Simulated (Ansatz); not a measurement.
**GeSO (singlet): RPA-PBE over vertical spin and charge gaps and displaced geometries, cc-pVDZ**

How well do these functionals follow the top wave-function level for GeSO (singlet) over vertical spin and charge gaps and displaced geometries?

Method: cc-pVDZ, all electrons in the functionals, frozen cores in the correlation of double hybrids and RPA; program: Ansatz 0.2.0, Gaussian basis.

To be run: RPA-PBE, at charge 0, singlet; charge 0, triplet; charge 1, doublet; displaced geometry v1; displaced geometry v2.

20 further runs of the same task are left out: 4 for a known fault of the program, 6 that didn't finish, 10 set aside as unsound or not needed.

## Step 1: The system

The geometry is a PBE0/def2-TZVP stationary point (not a proven minimum). No spin-orbit coupling is included. The filled d shell of Ge may be among the frozen orbitals whatever the setting's name suggests; the logs give the count.

3 atoms, charge 0, spin multiplicity 1.

Atoms are counted from 1 here; the program's logs count them from 0.

Bond lengths: Ge1–S2 2.170 Å, Ge1–O3 1.808 Å, S2–O3 1.768 Å. Angles: S2–Ge1–O3 51.8°, Ge1–S2–O3 53.5°, Ge1–O3–S2 74.7°.

Geometry (Å):

```
Ge    0.0000    0.1142    0.7400
S     0.0000    0.3332   -1.4192
O     0.0000   -1.1862   -0.5155
```

No dispersion term is added.

The geometry shown and the zero of energy belong to the point charge 0, singlet. The yardstick, RCCSDT(Q), and other wave-function levels (R restricted, U unrestricted, valence and pair active spaces) come from earlier runs.

## Step 2: RPA-PBE, charge 0, singlet

The input, in.yaml:

```yaml
crystal:
  periodic: [false, false, false]
  atoms:
    - {symbol: Ge, position_ang: [0.000000, 0.114171, 0.740003]}
    - {symbol: S, position_ang: [0.000000, 0.333240, -1.419196]}
    - {symbol: O, position_ang: [0.000000, -1.186217, -0.515475]}
basis:
  gaussian: {orbitals: cc-pVDZ}
hamiltonian: {xc: {name: PBE}}
correlation: {method: rpa, electrons: outside_noble_gas}
```

The run is started by

```console
$ ansatz run in.yaml --threads 1 --pin off --events-out ev --progress --plain --max-ram 2393MiB
```

The program printed:

```text
Functional definition: PBE
  name "PBE"
  cite "Perdew, Burke & Ernzerhof, Phys. Rev. Lett. 77, 3865 (1996) doi:10.1103/PhysRevLett.77.3865"
  parent pbe
  parameter kappa = 0.804
  parameter beta = 0.06672455060314922
  exchange = pbe_x(kappa = kappa, mu = beta*pi^2/3)
  correlation = pbe_c(beta = beta)
649 factors; integrals over basis functions are off by at most 8.0e-4 eV
mean field evaluation 1: about -69378.5844 eV, gradient 5.3e1 eV
mean field evaluation 2: about -69378.5854 eV, gradient 5.3e1 eV
mean field evaluation 4: about -69383.1640 eV, gradient 1.9e1 eV
mean field evaluation 8: about -69384.1857 eV, gradient 5.5e-1 eV
mean field evaluation 16: about -69384.1858 eV, gradient 1.4e-4 eV
mean field evaluation 32: about -69368.2572 eV, gradient 5.6e1 eV
mean field -69384.18583436 eV, -2549.8217991224 hartree, gradient 3.1e-6 eV, S^2 0.000000; 2 other end points of the search recorded, 0 dependent functions left out
20 core orbitals not correlated: weight in the atoms' cores, before any rotation towards them, 0.985 or more for the frozen orbitals, at most 0.018 for the correlated occupied ones
reference -69325.10925993 eV, -2547.6507750556 hartree; 8, 8 occupied and 31, 31 virtual orbitals, 649 factors
Total energy: -69341.83155538 eV, -2548.2653080786 hartree
```

Wall time 1.5 s (1 thread of Intel Xeon 6975P-C, shared host).

## Step 3: RPA-PBE, charge 0, triplet

Changes to in.yaml since step 2:

```diff
@@ -8,2 +8,3 @@
   gaussian: {orbitals: cc-pVDZ}
+magnetization: {spin_polarized: true, initial_magnetization: 2}
 hamiltonian: {xc: {name: PBE}}
```

Same command.

The program printed, shortened:

```text
Functional definition: PBE
  name "PBE"
  cite "Perdew, Burke & Ernzerhof, Phys. Rev. Lett. 77, 3865 (1996) doi:10.1103/PhysRevLett.77.3865"
  parent pbe
[...]
649 factors; integrals over basis functions are off by at most 8.0e-4 eV
[...]
mean field -69382.14694845 eV, -2549.7468714474 hartree, gradient 8.5e-6 eV, S^2 2.003785; 8 other end points of the search recorded, 0 dependent functions left out
20 core orbitals not correlated: weight in the atoms' cores, before any rotation towards them, 0.947 or more for the frozen orbitals, at most 0.053 for the correlated occupied ones
reference -69323.21457940 eV, -2547.5811468306 hartree; 9, 7 occupied and 30, 32 virtual orbitals, 649 factors
Total energy: -69339.81832854 eV, -2548.1913233570 hartree
```

Run time: 11 s. Hardware: 1 thread of Intel Xeon 6975P-C, shared host.

From the report: ⟨S²⟩ of the determinant 2.004 (pure triplet: 2.00).

From charge 0, singlet: +2.013 eV.

## Step 4: RPA-PBE, charge 1, doublet

Changes to in.yaml since step 3:

```diff
@@ -8,3 +8,4 @@
   gaussian: {orbitals: cc-pVDZ}
-magnetization: {spin_polarized: true, initial_magnetization: 2}
+total_charge: 1
+magnetization: {spin_polarized: true, initial_magnetization: 1}
 hamiltonian: {xc: {name: PBE}}
```

Same command.

The program printed, shortened:

```text
Functional definition: PBE
  name "PBE"
  cite "Perdew, Burke & Ernzerhof, Phys. Rev. Lett. 77, 3865 (1996) doi:10.1103/PhysRevLett.77.3865"
  parent pbe
[...]
648 factors; integrals over basis functions are off by at most 8.0e-4 eV
[...]
mean field -69375.61273554 eV, -2549.5067435519 hartree, gradient 2.7e-6 eV, S^2 0.755329; 3 other end points of the search recorded, 0 dependent functions left out
20 core orbitals not correlated: weight in the atoms' cores, before any rotation towards them, 0.972 or more for the frozen orbitals, at most 0.031 for the correlated occupied ones
reference -69317.10733571 eV, -2547.3567097646 hartree; 8, 7 occupied and 31, 32 virtual orbitals, 648 factors
Total energy: -69333.40675777 eV, -2547.9557024770 hartree
```

Run time: 4 s. Hardware: 1 thread of Intel Xeon 6975P-C, shared host.

From the report: ⟨S²⟩ of the determinant 0.755 (pure doublet: 0.75).

From charge 0, singlet: +8.425 eV.

## Step 5: RPA-PBE, displaced geometry v1

The input, in.yaml:

```yaml
crystal:
  periodic: [false, false, false]
  atoms:
    - {symbol: Ge, position_ang: [-0.006026, 0.112738, 0.750092]}
    - {symbol: S, position_ang: [-0.006859, 0.315664, -1.420260]}
    - {symbol: O, position_ang: [0.041105, -1.144483, -0.559152]}
basis:
  gaussian: {orbitals: cc-pVDZ}
hamiltonian: {xc: {name: PBE}}
correlation: {method: rpa, electrons: outside_noble_gas}
```

The command is unchanged.

The program printed, shortened:

```text
Functional definition: PBE
  name "PBE"
  cite "Perdew, Burke & Ernzerhof, Phys. Rev. Lett. 77, 3865 (1996) doi:10.1103/PhysRevLett.77.3865"
  parent pbe
[...]
648 factors; integrals over basis functions are off by at most 8.9e-4 eV
[...]
mean field -69384.03325376 eV, -2549.8161918887 hartree, gradient 1.5e-6 eV, S^2 0.000000; 1 other end points of the search recorded, 0 dependent functions left out
20 core orbitals not correlated: weight in the atoms' cores, before any rotation towards them, 0.984 or more for the frozen orbitals, at most 0.020 for the correlated occupied ones
reference -69325.07020094 eV, -2547.6493396642 hartree; 8, 8 occupied and 31, 31 virtual orbitals, 648 factors
Total energy: -69341.64999476 eV, -2548.2586358491 hartree
```

Run time: 1.7 s. Hardware: 1 thread of Intel Xeon 6975P-C, shared host.

From charge 0, singlet: +0.182 eV.

## Step 6: RPA-PBE, displaced geometry v2

The input, in.yaml:

```yaml
crystal:
  periodic: [false, false, false]
  atoms:
    - {symbol: Ge, position_ang: [0.055497, 0.115135, 0.736471]}
    - {symbol: S, position_ang: [-0.109377, 0.342577, -1.411135]}
    - {symbol: O, position_ang: [-0.032757, -1.209303, -0.515594]}
basis:
  gaussian: {orbitals: cc-pVDZ}
hamiltonian: {xc: {name: PBE}}
correlation: {method: rpa, electrons: outside_noble_gas}
```

Launched as before.

The program printed, shortened:

```text
Functional definition: PBE
  name "PBE"
  cite "Perdew, Burke & Ernzerhof, Phys. Rev. Lett. 77, 3865 (1996) doi:10.1103/PhysRevLett.77.3865"
  parent pbe
[...]
649 factors; integrals over basis functions are off by at most 7.6e-4 eV
[...]
mean field -69384.22642398 eV, -2549.8232907635 hartree, gradient 3.3e-6 eV, S^2 0.000000; 2 other end points of the search recorded, 0 dependent functions left out
20 core orbitals not correlated: weight in the atoms' cores, before any rotation towards them, 0.987 or more for the frozen orbitals, at most 0.016 for the correlated occupied ones
reference -69325.08025663 eV, -2547.6497092040 hartree; 8, 8 occupied and 31, 31 virtual orbitals, 649 factors
Total energy: -69341.88319281 eV, -2548.2672057193 hartree
```

Wall time 1.5 s (1 thread of Intel Xeon 6975P-C, shared host).

From charge 0, singlet: -0.052 eV.

## Step 7: The comparison

The yardstick is RCCSDT(Q), where the cluster series has nearly closed. It comes from earlier runs at the same points. Energies in eV, counted from charge 0, singlet; blanks weren't run or aren't comparable.

```tsv
level	singlet to triplet	ionisation to the doublet cation	displacement v1	displacement v2
RCCSDT(Q)	2.110		0.168	-0.043
RPA-PBE	2.013	8.425	0.182	-0.052
```

Largest miss and mean time a point (RCCSDT(Q) took 29 s a point; shared hosts):

```tsv
level	largest miss (eV)	where	time a point
RPA-PBE	-0.097	singlet to triplet	3.9 s
```

## Step 8: Outcome

```
                     quantity                           value
singlet to triplet, RCCSDT(Q)                        2.110 eV
   displacement v1, RCCSDT(Q)                        0.168 eV
   displacement v2, RCCSDT(Q)                       -0.043 eV
        largest miss, RPA-PBE  -0.097 eV (singlet to triplet)
```

In words: Misses are known at 3 of 4 points at best, and only functionals with that many are ranked. RPA-PBE strays by up to 0.097 eV, at singlet to triplet. Functionals and the yardstick converge differently with the basis, so part of each miss in cc-pVDZ is the basis.
